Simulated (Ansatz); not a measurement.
# Two structures of Au: comparison of enthalpies under pressure

One table from this session's results is given with a row withheld; the runs are named, their logs left out.

Computed with the Python package of Ansatz 0.2.0. Level of theory: DFT PBEsol, plane waves, PAW.

## The structure

Au Im-3m: It takes space group Im-3m (No. 229, cubic). Conventional cell: a = 3.230 Å, b = 3.230 Å, c = 3.230 Å, α = 90.00°, β = 90.00°, γ = 90.00°. Au (site symmetry m-3m) is surrounded by 8 Au at 2.80 Å.

Au Fd-3m: It takes space group Fd-3m (No. 227, cubic). The conventional cell has a = 5.600 Å, b = 5.600 Å, c = 5.600 Å, α = 90.00°, β = 90.00°, γ = 90.00°. Au (site symmetry -43m) has 4 Au at 2.42 Å as nearest neighbours.

The script holds or builds the structure itself.

The first run:

au.py

```python
'''Pressure at which two phases of Au cross.'''

import csv
import warnings

import ansatz as az
import numpy as np


def bcc(a_site, a):
    return (
        az.Lattice.bcc(a)
        .space_group(229)
        .atom(a_site, (0, 0, 0))
        .primitive()
    )


def diamond(A, a):
    return az.Crystal.diamond(A, a=a)


def compute(name, crystal, pressure=0.0):
    calc = (
        crystal.calculation()
        .functional(az.Functional.PBESOL)
        .basis(17 * az.Ha)
        .kpoints(spacing=0.27)
        .occupations('gaussian', width=0.05)
    )
    calc = calc.relax(force_tolerance=0.03, cell=True, pressure=pressure)
    return calc.run(threads=1)


def volume_per_atom(outcome):
    return abs(np.linalg.det(outcome.lattice.cell_ang)) / len(outcome.lattice.sites)

warnings.simplefilter('ignore', az.DeckWarning)

phases = {}
phases['bcc'] = bcc('Au', 3.23)
phases['diamond'] = diamond('Au', 5.6)

# H = E + PV, with 1 eV per cubic angstrom equal to 160.2 GPa
pressures = [0, 5, 10, 20]
enthalpy, volume = {name: [] for name in phases}, {name: [] for name in phases}
for p in pressures:
    for name, crystal in phases.items():
        o = compute(name, crystal, pressure=p)
        volume[name].append(volume_per_atom(o))
        enthalpy[name].append(o.report['energy_sigma0_ev'] / len(o.lattice.sites) + p * volume[name][-1] / 160.21766)
gap = np.array(enthalpy['diamond']) - np.array(enthalpy['bcc'])
rows = [(p, va, vb, 1000 * d) for p, va, vb, d in zip(pressures, volume['bcc'], volume['diamond'], gap)]
with open('transition.csv', 'w', newline='') as handle:
    writer = csv.writer(handle)
    writer.writerow(['P (GPa)', 'V bcc (A^3/atom)', 'V diamond (A^3/atom)', 'H(diamond) - H(bcc) (meV/atom)'])
    writer.writerows([round(v, 4) if isinstance(v, float) else v for v in row] for row in rows)
print(open('transition.csv').read())
crossings = [p0 - g0 * (p1 - p0) / (g1 - g0) for p0, p1, g0, g1 in zip(pressures, pressures[1:], gap, gap[1:]) if g0 * g1 < 0]
print('crossing near', [round(float(p), 1) for p in crossings], 'GPa') if crossings else print('no crossing in this range')
```

Command:

```bash
> python au.py
```

One of the session's tables, all rows but one given; the rest of the session is left out.

Enthalpy H = E + pV of the second structure less the first:

| pressure (GPa) | ΔH (meV/atom) |
| --- | --- |
| 0 | 908.9 |
| 5 | 1207.9 |
| 10 | ? |
| 20 | 1962.8 |

Estimate the missing values for pressure (GPa) = 10.

Worked estimate for «ΔH (meV/atom)». A straight line through the neighbours (5, 1207.9) and (20, 1962.8) gives 1207.9 + (1962.8 − 1207.9) × (10 − 5) / (20 − 5) = 1459.5; a parabola fitted to 3 rows on both sides gives 1483.2.

As computed: ΔH (meV/atom): 1478.1. In «ΔH (meV/atom)» the line misses by -18.6 and the parabola by +5.1.

To keep in mind: Reading the output:
- At a fixed pressure a relaxation lowers the enthalpy F + PV, while F alone can rise.
- Spin-orbit coupling, which matters for elements this heavy, is left out.
- Only these two structures are compared, at zero temperature and with their symmetry kept; either may be hypothetical, and another phase may be lower than both.
